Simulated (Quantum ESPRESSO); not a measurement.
# Al3GaN4 (Pm) in Quantum ESPRESSO: phonons with LDA

Aim: the phonons of Al3GaN4 with LDA.

Everything below comes from runs of Quantum ESPRESSO 7.5. Logs are shortened: lines on timing, memory, paths and dates and some standing lists are left out, and cuts for length are marked.

## (1) The structure

Symmetry: Pm, No. 6, monoclinic system. Conventional cell: a = 5.018 Å, b = 3.118 Å, c = 5.400 Å, α = 90.00°, β = 90.00°, γ = 90.00°. Al (site symmetry m) is surrounded by 4 N at 1.90 Å. Al (site symmetry m) has 4 N at 1.90 Å as nearest neighbours. Around Al (site symmetry m) lie 4 N at 1.90 Å. Ga (site symmetry m) has 4 N at 1.90 Å as nearest neighbours. N (site symmetry m) has 2 Al at 1.90 Å and 2 Ga at 1.90 Å as nearest neighbours. N (site symmetry m) is surrounded by 3 Al at 1.90 Å and 1 Ga at 1.90 Å. Around N (site symmetry m) lie 4 Al at 1.90 Å. N (site symmetry m) has 1 Ga at 1.90 Å and 3 Al at 1.90 Å as nearest neighbours.

The cell was built by a generator and needn't be a form met in nature.

## (2) Phonons, LDA

pw.in

```
&CONTROL
  calculation = 'scf'
  prefix = 'pwscf'
  outdir = './tmp'
  pseudo_dir = './pseudo'
  tprnfor = .true.
  tstress = .true.
  disk_io = 'low'
/
&SYSTEM
  ibrav = 0
  celldm(1) = 8
  nat = 8
  ntyp = 3
  ecutwfc = 84
  nbnd = 30
  occupations = 'smearing'
  smearing = 'fd'
  degauss = 0.00367493
/
&ELECTRONS
  conv_thr = 1.6d-09
  electron_maxstep = 120
  mixing_beta = 0.5
/
ATOMIC_SPECIES
Al    26.9815 Al.upf
Ga    69.7230 Ga.upf
N     14.0070 N.upf
CELL_PARAMETERS alat
  0.7364026491901   0.0000000000000   0.0000000000000
  0.0000000000000   1.2754868032265   0.0000000000000
  0.0000000000000   0.0000000000000   1.1852126037887
ATOMIC_POSITIONS crystal
Al     0.0000000000    0.0000000000    0.0000000000
Al     0.5000000000    0.5000000000    0.0000000000
Al     0.0000000000    0.6666666667    0.5000000000
Ga     0.5000000000    0.1666666667    0.5000000000
N      0.0000000000    0.0000000000    0.3785000000
N      0.5000000000    0.5000000000    0.3785000000
N      0.0000000000    0.6666666667    0.8785000000
N      0.5000000000    0.1666666667    0.8785000000
K_POINTS automatic
6 4 4 0 0 0
```

relax.in

```
&CONTROL
  calculation = 'vc-relax'
  prefix = 'pwscf'
  outdir = './tmp'
  pseudo_dir = './pseudo'
  tprnfor = .true.
  tstress = .true.
  disk_io = 'low'
  nstep = 40
  forc_conv_thr = 0.0001
  etot_conv_thr = 1d-06
/
&SYSTEM
  ibrav = 0
  celldm(1) = 8
  nat = 8
  ntyp = 3
  ecutwfc = 84
  nbnd = 30
  occupations = 'smearing'
  smearing = 'fd'
  degauss = 0.00367493
/
&ELECTRONS
  conv_thr = 1.6d-09
  electron_maxstep = 120
  mixing_beta = 0.5
/
&IONS
  ion_dynamics = 'bfgs'
/
&CELL
  cell_dynamics = 'bfgs'
  press = 0
  press_conv_thr = 0.2
/
ATOMIC_SPECIES
Al    26.9815 Al.upf
Ga    69.7230 Ga.upf
N     14.0070 N.upf
CELL_PARAMETERS alat
  0.7364026491901   0.0000000000000   0.0000000000000
  0.0000000000000   1.2754868032265   0.0000000000000
  0.0000000000000   0.0000000000000   1.1852126037887
ATOMIC_POSITIONS crystal
Al     0.0000000000    0.0000000000    0.0000000000
Al     0.5000000000    0.5000000000    0.0000000000
Al     0.0000000000    0.6666666667    0.5000000000
Ga     0.5000000000    0.1666666667    0.5000000000
N      0.0000000000    0.0000000000    0.3785000000
N      0.5000000000    0.5000000000    0.3785000000
N      0.0000000000    0.6666666667    0.8785000000
N      0.5000000000    0.1666666667    0.8785000000
K_POINTS automatic
6 4 4 0 0 0
```

scf2.in

```
&CONTROL
  calculation = 'scf'
  prefix = 'pwscf'
  outdir = './tmp'
  pseudo_dir = './pseudo'
  tprnfor = .true.
  tstress = .true.
  disk_io = 'low'
/
&SYSTEM
  ibrav = 0
  celldm(1) = 8
  nat = 8
  ntyp = 3
  ecutwfc = 84
  nbnd = 30
  occupations = 'fixed'
/
&ELECTRONS
  conv_thr = 1d-13
  electron_maxstep = 120
  mixing_beta = 0.5
  startingpot = 'file'
  startingwfc = 'file'
/
ATOMIC_SPECIES
Al    26.9815 Al.upf
Ga    69.7230 Ga.upf
N     14.0070 N.upf
CELL_PARAMETERS alat
  0.7319947733369   0.0000000000000   0.0000000000000
  0.0000000000000   1.2668358212527  -0.0004205728637
  0.0000000000000  -0.0003898571844   1.1796501520677
ATOMIC_POSITIONS crystal
Al     0.0000000000   -0.0015106092   -0.0011483947
Al     0.5000000000    0.5017042626   -0.0013562112
Al     0.0000000000    0.6659789704    0.4993668107
Ga     0.5000000000    0.1671150957    0.5003969802
N      0.0000000000   -0.0068230266    0.3746020291
N      0.5000000000    0.5070522042    0.3764889362
N      0.0000000000    0.6661665316    0.8771333882
N      0.5000000000    0.1669832381    0.8885164615
K_POINTS automatic
6 4 4 0 0 0
```

ph.in

```
phonons of Al3GaN4
&INPUTPH
  prefix = 'pwscf'
  outdir = './tmp'
  tr2_ph = 1d-18
  fildyn = 'dyn'
  niter_ph = 90
  alpha_mix(1) = 0.7
  epsil = .true.
/
0.0000000000 0.0000000000 0.0000000000
```

dynmat.in

```
&INPUT
  fildyn = 'dyn'
  asr = 'crystal'
  lperm = .true.
  filout = 'dynmat.disp'
  fileig = 'dynmat.eig'
/
```

dynmat_lo.in

```
&INPUT
  fildyn = 'dyn'
  asr = 'crystal'
  filout = 'dynmat_lo.disp'
  fileig = 'dynmat_lo.eig'
  q(1) = 0
  q(2) = 0
  q(3) = 1
/
```

Potentials or basis: PseudoDojo 0.4.1 SR LDA standard.

Started as:

```console
OMP_NUM_THREADS=1 mpirun -n 4 pw.x -nk 2 -in pw.in > pw.out
OMP_NUM_THREADS=1 mpirun -n 4 pw.x -nk 2 -in relax.in > relax.out
OMP_NUM_THREADS=1 mpirun -n 4 pw.x -nk 2 -in scf2.in > scf2.out
OMP_NUM_THREADS=1 mpirun -n 4 ph.x -nk 2 -in ph.in > ph.out
OMP_NUM_THREADS=1 mpirun -n 1 dynmat.x -in dynmat.in > dynmat.out
OMP_NUM_THREADS=1 mpirun -n 1 dynmat.x -in dynmat_lo.in > dynmat_lo.out
```

pw.out:

```text
This program is part of the open-source Quantum ESPRESSO suite
     for quantum simulation of materials; please cite
[... 6 lines left out ...]
     using ibrav=0 with symmetry is DISCOURAGED, use correct ibrav instead

     K-points division:     npool     =       2
     Subspace diagonalization in iterative solution of the eigenvalue problem:
     a serial algorithm will be used

     --------------------
     sticks:   dense  smooth     PW     G-vecs:    dense   smooth      PW
     Min         804     804    234                29634    29634    4615
     Max         805     805    237                29637    29637    4616
     Sum        1609    1609    471                59271    59271    9231

     Using Slab Decomposition

     bravais-lattice index     =            0
     lattice parameter (alat)  =       8.0000  a.u.
     unit-cell volume          =     569.9773 (a.u.)^3
     number of atoms/cell      =            8
     number of atomic types    =            3
     number of electrons       =        42.00
     number of Kohn-Sham states=           30
     kinetic-energy cutoff     =      84.0000  Ry
     charge density cutoff     =     336.0000  Ry
     scf convergence threshold =      1.6E-09
     mixing beta               =       0.5000
     number of iterations used =            8  plain     mixing
     Exchange-correlation= SLA  PW   NOGX NOGC
                           (   1   4   0   0   0   0   0)

     celldm(1)=   8.000000  celldm(2)=   0.000000  celldm(3)=   0.000000
     celldm(4)=   0.000000  celldm(5)=   0.000000  celldm(6)=   0.000000

     crystal axes: (cart. coord. in units of alat)
               a(1) = (   0.736403   0.000000   0.000000 )
               a(2) = (   0.000000   1.275487   0.000000 )
               a(3) = (   0.000000   0.000000   1.185213 )

     reciprocal axes: (cart. coord. in units 2 pi/alat)
               b(1) = (  1.357953  0.000000  0.000000 )
               b(2) = (  0.000000  0.784014  0.000000 )
               b(3) = (  0.000000  0.000000  0.843730 )

     PseudoPot. # 1 for Al read from file:
     Al.upf
     Pseudo is Norm-conserving + core correction, Zval =  3.0
     Generated using ONCVPSP code by D. R. Hamann
     Using radial grid of 1854 points,  6 beta functions with:
                l(1) =   0
                l(2) =   0
                l(3) =   1
                l(4) =   1
                l(5) =   2
                l(6) =   2

     PseudoPot. # 2 for Ga read from file:
     Ga.upf
     Pseudo is Norm-conserving + core correction, Zval = 13.0
     Generated using ONCVPSP code by D. R. Hamann
     Using radial grid of 1858 points,  6 beta functions with:
                l(1) =   0
                l(2) =   0
                l(3) =   1
                l(4) =   1
                l(5) =   2
                l(6) =   2
[... 85 lines left out ...]

     total energy              =    -249.88058599 Ry
     estimated scf accuracy    <       2.33409002 Ry
[... 8 lines left out ...]
     iteration #  3     ecut=    84.00 Ry     beta= 0.50
     Davidson diagonalization with overlap
     ethr =  7.68E-04,  avg # of iterations =  3.8

     negative rho (up, down):  5.266E-07 0.000E+00

     total energy              =    -250.59961268 Ry
     estimated scf accuracy    <       0.01871681 Ry

     iteration #  4     ecut=    84.00 Ry     beta= 0.50
     Davidson diagonalization with overlap
     c_bands:  1 eigenvalues not converged
     ethr =  4.46E-05,  avg # of iterations =  9.9

     total energy              =    -250.60370998 Ry
     estimated scf accuracy    <       0.01056659 Ry

     iteration #  5     ecut=    84.00 Ry     beta= 0.50
     Davidson diagonalization with overlap
     ethr =  2.52E-05,  avg # of iterations =  2.4

     total energy              =    -250.60361594 Ry
     estimated scf accuracy    <       0.00195131 Ry

     iteration #  6     ecut=    84.00 Ry     beta= 0.50
     Davidson diagonalization with overlap
     c_bands:  1 eigenvalues not converged
     ethr =  4.65E-06,  avg # of iterations =  6.5

     total energy              =    -250.60389200 Ry
     estimated scf accuracy    <       0.00008959 Ry

     iteration #  7     ecut=    84.00 Ry     beta= 0.50
     Davidson diagonalization with overlap
     ethr =  2.13E-07,  avg # of iterations =  3.7
[... 32 lines left out ...]
     iteration # 12     ecut=    84.00 Ry     beta= 0.50
     Davidson diagonalization with overlap
     ethr =  4.47E-12,  avg # of iterations =  2.4

     End of self-consistent calculation

          k = 0.0000 0.0000 0.0000 (  7399 PWs)   bands (ev):

    -7.4479  -6.2193  -6.1326  -5.1451  -5.0617  -4.9938  -4.9401  -4.0935
    -3.7128   1.4517   2.1228   3.4677   4.2623   5.6071   5.9359   6.9884
     6.9892   7.1229   7.8064   7.8501   7.8834  11.5955  13.3118  13.7523
    13.9922  15.5466  17.8288  18.1618  18.4583  18.7063
[... 220 lines left out ...]
    -6.3401  -5.8953  -5.7063  -5.0877  -4.9874  -4.8060  -4.3190  -4.0851
    -3.6262   1.5184   2.3961   2.4606   2.5997   5.3369   5.4059   5.4983
     5.5535   6.6123   6.6403   6.6690   6.8343  13.2891  13.5152  13.6643
    13.8504  16.3518  17.0277  17.0328  17.3267  17.9976

          k =-0.6790-0.3920 0.0000 (  7388 PWs)   bands (ev):

    -6.3802  -5.9426  -5.8240  -5.0799  -4.9842  -4.8203  -4.4481  -3.7584
    -3.6069   1.7719   2.3280   3.2772   3.6539   4.1358   4.4293   5.5857
     5.6248   5.9223   5.9551   7.0903   7.2211  13.1025  13.4934  13.6984
    13.8042  15.2013  15.7791  17.8715  17.9075  18.5623

          k =-0.6790-0.3920 0.2109 (  7392 PWs)   bands (ev):

    -6.3613  -5.9013  -5.7770  -5.0808  -4.9842  -4.8106  -4.4051  -3.8887
    -3.6000   1.4194   2.0832   2.6759   2.9852   5.0358   5.1718   5.7856
     5.8103   6.5071   6.5521   6.8376   6.9471  12.5935  12.8435  13.4237
    13.7299  16.1773  16.9151  17.0776  17.2087  18.9217

          k =-0.6790-0.3920-0.4219 (  7424 PWs)   bands (ev):

    -6.3422  -5.8800  -5.7012  -5.0814  -4.9833  -4.7999  -4.3065  -4.0881
    -3.5954   1.2347   2.0758   2.1832   2.3349   6.1640   6.1962   6.2309
     6.2887   6.3482   6.4296   6.4673   6.6265  12.6260  12.9124  13.0356
    13.2330  15.9414  16.8363  16.8732  17.3386  18.6491
[... 24 lines left out ...]
    -6.3559  -5.9240  -5.7785  -5.0906  -4.9892  -4.8433  -4.4271  -3.8553
    -3.5831   1.7074   2.3431   2.9343   3.2357   4.6412   4.8861   5.5008
     5.5807   6.1052   6.2674   6.7570   6.7837  13.2671  13.3687  14.2480
    14.4288  16.1841  16.6199  16.8836  17.3828  18.2667

     the Fermi energy is     9.3350 ev

!    total energy              =    -250.60391989 Ry
     estimated scf accuracy    <          2.8E-11 Ry
     smearing contrib. (-TS)   =      -0.00000000 Ry
     internal energy E=F+TS    =    -250.60391989 Ry

     The total energy is F=E-TS. E is the sum of the following terms:
     one-electron contribution =     -98.37571626 Ry
     hartree contribution      =      81.04902125 Ry
     xc contribution           =     -72.88748988 Ry
     ewald contribution        =    -160.38973501 Ry

     convergence has been achieved in  12 iterations

     Forces acting on atoms (cartesian axes, Ry/au):

     atom    1 type  1   force =     0.00000000    0.00039816   -0.00650104
     atom    2 type  1   force =     0.00000000   -0.00025930   -0.00594792
     atom    3 type  1   force =     0.00000000   -0.00174953   -0.00332452
     atom    4 type  2   force =     0.00000000    0.00088505   -0.00052859
     atom    5 type  3   force =     0.00000000   -0.03494663   -0.02186567
     atom    6 type  3   force =     0.00000000    0.03560395   -0.00812336
     atom    7 type  3   force =     0.00000000    0.00023077    0.00375674
     atom    8 type  3   force =     0.00000000   -0.00016247    0.04253437

     Total force =     0.070352     Total SCF correction =     0.000012

     Computing stress (Cartesian axis) and pressure

          total   stress  (Ry/bohr**3)                   (kbar)     P=      -32.14
  -0.00024927   0.00000000   0.00000000          -36.67        0.00        0.00
   0.00000000  -0.00025827  -0.00000144            0.00      -37.99       -0.21
   0.00000000  -0.00000144  -0.00014795            0.00       -0.21      -21.76

=------------------------------------------------------------------------------=
   JOB DONE.
=------------------------------------------------------------------------------=
```

Run time: 1.9 h. Hardware: 4 MPI ranks of Intel Xeon Platinum 8375C at 2.90GHz (Ice Lake), shared host; peak memory 0.44 GiB.

What came out:

| Property | Result |
| --- | --- |
| Free energy | -3409.7238 eV |
| Relaxed volume | 10.37 Å³/atom |
| Relaxed cell | a = 3.099 Å, b = 5.363 Å, c = 4.994 Å, α = 90.04°, β = 90.00°, γ = 90.00° |
| Space group after relaxing (to 0.05 Å) | Pm (No. 6) |
| Pressure after relaxing | 0.0 GPa |
| Band gap on the k mesh | 3.83 eV, direct |
| Electronic dielectric tensor (diagonal) | 4.70, 4.65, 4.82 |
| Born charges (mean of the diagonal) | Al +2.59, +2.58, +2.57; Ga +2.57; N -2.64, -2.58, -2.57, -2.54 e |
| Highest phonon frequency at Γ, LO-TO splitting left out | 747 cm⁻¹ |
| Static dielectric tensor (diagonal) | 8.40, 8.37, 9.58 |

Forces on the atoms (eV/Å):
```
Al   0.000 -0.002  0.002
Al   0.000  0.000 -0.001
Al   0.000  0.001  0.002
Ga   0.000  0.000 -0.001
N    0.000  0.000 -0.001
N    0.000  0.000 -0.001
N    0.000  0.001 -0.001
N    0.000 -0.001  0.000
```

Step by step:
```tsv
step	energy change (eV)	largest force (eV/Å)	pressure (GPa)	volume (Å³)
1	0.0000	1.0936	-3.21	84.46
2	-0.0652	0.5422	-0.09	83.09
3	-0.0821	0.1223	0.39	82.85
4	-0.0835	0.0752	0.08	82.97
5	-0.0838	0.0343	-0.03	83.01
6	-0.0839	0.0185	-0.02	83.01
7	-0.0839	0.0110	0.00	83.00
8	-0.0839	0.0072	0.01	82.99
9	-0.0839	0.0040	0.01	82.99
10	-0.0839	0.0026	0.00	83.00
```

Final structure:
```
Al Ga N
1.0
     3.09884    0.00000    0.00000
     0.00000    5.36305   -0.00178
     0.00000   -0.00165    4.99395
Al Ga N
3 1 4
Direct
  0.00000 0.99849 0.99885
  0.50000 0.50170 0.99864
  0.00000 0.66598 0.49937
  0.50000 0.16712 0.50040
  0.00000 0.99318 0.37460
  0.50000 0.50705 0.37649
  0.00000 0.66617 0.87713
  0.50000 0.16698 0.88852
```

Phonon frequencies in cm⁻¹ (negative: imaginary):
| q point | frequencies |
| --- | --- |
| (0.000, 0.000, 0.000) | 1 1 1 176 202 227 251 317 361 425 501 523 596 609 618 650 660 667 673 687 688 726 729 747 |

Electronic dielectric tensor:
```
4.70 0.00 0.00
0.00 4.65 0.00
0.00 0.00 4.82
```

Born effective charge tensors (e):
atom 1, Al
```
 2.48  0.00  0.00
 0.00  2.54  0.10
 0.00 -0.16  2.76
```
atom 2, Al
```
 2.52  0.00  0.00
 0.00  2.48 -0.10
 0.00  0.15  2.73
```
atom 3, Al
```
2.49 0.00 0.00
0.00 2.65 0.03
0.00 0.02 2.56
```
atom 4, Ga
```
 2.60  0.00  0.00
 0.00  2.47 -0.02
 0.00 -0.01  2.64
```
atom 5, N
```
-2.74  0.00  0.00
 0.00 -2.54 -0.06
 0.00 -0.02 -2.63
```
atom 6, N
```
-2.46  0.00  0.00
 0.00 -2.63  0.06
 0.00  0.01 -2.65
```
atom 7, N
```
-2.51  0.00  0.00
 0.00 -2.53  0.00
 0.00 -0.02 -2.66
```
atom 8, N
```
-2.45  0.00  0.00
 0.00 -2.43  0.00
 0.00  0.02 -2.74
```

Optical modes at Γ, degenerate ones joined, polar ones without the macroscopic field:
```
cm⁻¹  components  symmetry     active in  IR intensity, summed ((D/Å)²/amu)
 176           1       A''  IR and Raman                               0.02
 202           1        A'  IR and Raman                               0.02
 227           1       A''  IR and Raman                               0.00
 251           1        A'  IR and Raman                               0.23
 317           1       A''  IR and Raman                               0.09
 361           1        A'  IR and Raman                               0.41
 425           1        A'  IR and Raman                               0.94
 501           1        A'  IR and Raman                               1.16
 523           1        A'  IR and Raman                               1.03
 596           1       A''  IR and Raman                              14.32
 609           1        A'  IR and Raman                              49.64
 618           1        A'  IR and Raman                              15.91
 650           1        A'  IR and Raman                              11.65
 660           1       A''  IR and Raman                              23.37
 666           1        A'  IR and Raman                              36.65
 673           1       A''  IR and Raman                               2.73
 687           1        A'  IR and Raman                               8.70
 688           1       A''  IR and Raman                              20.15
 726           1        A'  IR and Raman                               0.15
 729           1        A'  IR and Raman                               0.64
 747           1        A'  IR and Raman                               1.86
```

Zone-centre frequencies without and with the macroscopic field along z (cm⁻¹):
```tsv
	optical modes in rising order
without	176 202 227 251 317 361 425 501 523 596 609 618 650 660 666 673 687 688 726 729 747
with the field	176 202 227 252 317 362 425 502 524 596 617 643 660 666 673 687 688 726 728 744 864
```

Static dielectric tensor, electrons and zone-centre modes:
```
8.40 0.00 0.00
0.00 8.37 0.00
0.00 0.00 9.58
```

Caveat: the mesh is thin for the dielectric tensor, Born charges and intensities, which usually come out too large; on a mesh that holds Γ this program's dielectric tensor can be off by some percent beyond the error of the mesh.
